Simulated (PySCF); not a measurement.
The system is NGeFH2, in a box.

```
N Ge F H
1.0
    12.00000    0.00000    0.00000
     0.00000   12.00000    0.00000
     0.00000    0.00000   12.00000
N Ge F H
1 1 1 2
Direct
  0.44802 0.54119 0.48334
  0.52400 0.48679 0.60183
  0.62102 0.41190 0.52002
  0.38115 0.59160 0.48951
  0.46912 0.52350 0.40384
```

Base run:

```yaml
Program: PySCF 2.14.0
Functional: wB97X
Potentials_or_basis: 6-31g* (all-electron)
k_mesh: 1 × 1 × 1
Occupations: fixed
Spin: no spin polarisation
```

Its results: gap between the frontier levels 10.71 eV.

Problem. After a change of settings the same cell gave: gap between the frontier levels 8.27 eV. Which change was it?
A. functional from wB97X to HSE06; dispersion from none to D4
B. functional from wB97X to r2SCANh; dispersion from none to D4
C. functional from wB97X to M06-2X
D. functional from wB97X to PBE

Solution. C.

Caveats: this is a molecule in a periodic box at the Γ point, so its band gap is the HOMO-LUMO gap; relativity is left out, which matters for the heavier elements; the basis of atomic orbitals isn't converged, which shifts pressures, moduli and gaps.
